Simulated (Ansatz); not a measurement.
# H3NOSn: the cost of one run

All numbers below are computed with Ansatz 0.2.0 (RKS PBE0/def2-SVP).

### Step 1. The starting structure

Bond lengths: N1–Sn2 1.998 Å, Sn2–O3 1.959 Å, N1–H4 1.098 Å, N1–H5 1.073 Å, O3–H6 0.988 Å. Angles: N1–Sn2–O3 108.9°, Sn2–N1–H4 107.5°, Sn2–N1–H5 109.2°, H4–N1–H5 103.8°, Sn2–O3–H6 107.2°.

As a file:

```xyz
6

N    -0.9875   -0.2306   -0.9053
Sn    0.2815   -1.2890    0.2173
O     1.5647   -0.0659    1.0510
H    -0.3891    0.3661   -1.6063
H    -1.4715    0.5049   -0.2925
H     1.0440    0.6504    1.4897
```

### Step 2. Preparing the start

Input file input.yaml:

```yaml
crystal:
  periodic: [false, false, false]
  atoms:
    - { symbol: "N", position_ang: [-0.9875, -0.2306, -0.9053] }
    - { symbol: Sn, position_ang: [0.2815, -1.289, 0.2173] }
    - { symbol: O, position_ang: [1.5647, -0.0659, 1.051] }
    - { symbol: H, position_ang: [-0.3891, 0.3661, -1.6063] }
    - { symbol: H, position_ang: [-1.4715, 0.5049, -0.2925] }
    - { symbol: H, position_ang: [1.044, 0.6504, 1.4897] }
basis:
  gaussian: { orbitals: def2-SVP }
hamiltonian:
  xc: pbe0
relax:
  f_tol: 0.02
  max_steps: 40
scf:
  lower_state_search: "off"
output:
  orbitals: {}
```

The run is started by

```
ansatz run input.yaml --threads 1 --pin off --max-ram 2048MiB --backend cpu --events-out ev --progress --plain --runs-dir out
```

What time and memory should one allow on 1 thread of Arm Neoverse V1, shared host?

About 33 s, with a peak of 0.13 GiB.
